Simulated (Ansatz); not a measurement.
# Mg (Im-3m): scan of the energy under strain, by script

A script is to give a scan of the energy under strain; the system is Mg (Im-3m).

All numbers are computed with the Python package of Ansatz 0.2.0. Level of theory: DFT r2SCAN, plane waves, PAW.

### Step 1. The system

The structure is cubic, space group Im-3m (No. 229). The conventional cell has a = 2.953 Å, b = 2.953 Å, c = 2.953 Å, α = 90.00°, β = 90.00°, γ = 90.00°. Mg (site symmetry m-3m) has 8 Mg at 2.56 Å as nearest neighbours.

The script holds or builds the structure itself.

### Step 2. The script

The input, strain.py:

```python
"""Energy of Mg under biaxial strain, ions carried with the cell."""

import logging
import sys

import ansatz as az
import matplotlib.pyplot as plt
import numpy as np

logging.basicConfig(stream=sys.stdout, format="%(levelname)s:%(name)s:%(message)s")
logger = logging.getLogger("calc")
logger.setLevel(logging.INFO)

VECTORS = np.array([
    [-1.4765, 1.4765, 1.4765],
    [1.4765, -1.4765, 1.4765],
    [1.4765, 1.4765, -1.4765],
])
SITES = [
    ("Mg", [0.0, 0.0, 0.0]),
]


def build(cell):
    crystal = az.Crystal(lattice=az.Lattice.of(cell))
    for symbol, position in SITES:
        crystal = crystal.atom(symbol, position)
    return crystal


def main() -> None:
    # clamped ions: the fractional positions stay as typed
    values = np.linspace(-0.01, 0.01, 7)
    energies = []
    for d in values:
        strain = np.diag([d, d, 0])
        cell = VECTORS @ (np.eye(3) + strain)
        calc = build(cell).calculation()
        calc = calc.functional("r2scan")
        calc = calc.occupations("fermi_dirac", width=0.1)
        calc = calc.basis(520).kpoints(16, 16, 16)
        report = calc.run(threads=1, pin="off").report
        energies.append(report["free_energy_ev"] / len(SITES))
        logger.info(f"d = {d:+.4f}  F = {energies[-1]:.5f} eV/atom")
    energies = np.array(energies)

    for value, e in zip(values, energies):
        logger.info(f"strain {value:7.3f}   E - Emin = {1000 * (e - energies.min()):9.3f} meV/atom")
    plt.figure(figsize=(4.5, 3))
    plt.plot(values, 1000 * (energies - energies.min()), "o-")
    plt.xlabel("strain")
    plt.ylabel("meV/atom")
    plt.tight_layout()
    plt.savefig("strain.png", dpi=100)
    curvature = 2 * np.polyfit(values, energies, 3)[1]
    volume = abs(np.linalg.det(VECTORS)) / len(SITES)
    logger.info(f"d2E/dd2 over the volume: {curvature / volume * 160.21766:.1f} GPa")


if __name__ == "__main__":
    main()
```

### Step 3. The calls as engine input

The package turns the script's settings into the engine's input (first run):

```yaml
crystal:
  lattice:
    - [-1.461735, 1.461735, 1.4765]
    - [1.461735, -1.461735, 1.4765]
    - [1.461735, 1.461735, -1.4765]
  atoms:
    - { symbol: Mg, position: [0.0, 0.0, 0.0] }
basis:
  ecutwfc: 520.0
kpoints:
  mp_grid:
    grid: [16, 16, 16]
hamiltonian:
  xc: r2scan
scf:
  occupations:
    method: fermi_dirac
    width: 0.1
```

### Step 4. Running it

Launch:

```
$ python strain.py
```

**Question.** How much energy does this biaxial strain cost, and what curvature follows?

The runs gave:

```
                  quantity            value
curvature under the strain        857.3 GPa
             runs compared                7
           range of energy  202.64 meV/atom
      lowest point, strain            0.010
```

In words: Against the unstrained cell the energy per atom changes by +104.77 meV at one end of the scan and -97.88 meV at the other, and its second derivative over the volume is 857.3 GPa. The minimum lies outside the range, as the cell stands under stress. Reading the output:
- The curvature belongs to this strain pattern and to the cell's stress; it equals a single elastic constant only for simple patterns.
- In a metal a curvature from energy changes of a few meV or less hangs on mesh and smearing, in size and even in sign.
- This isn't the structure that Mg takes at ambient conditions.
- The ions keep their fractional positions (clamped ions).
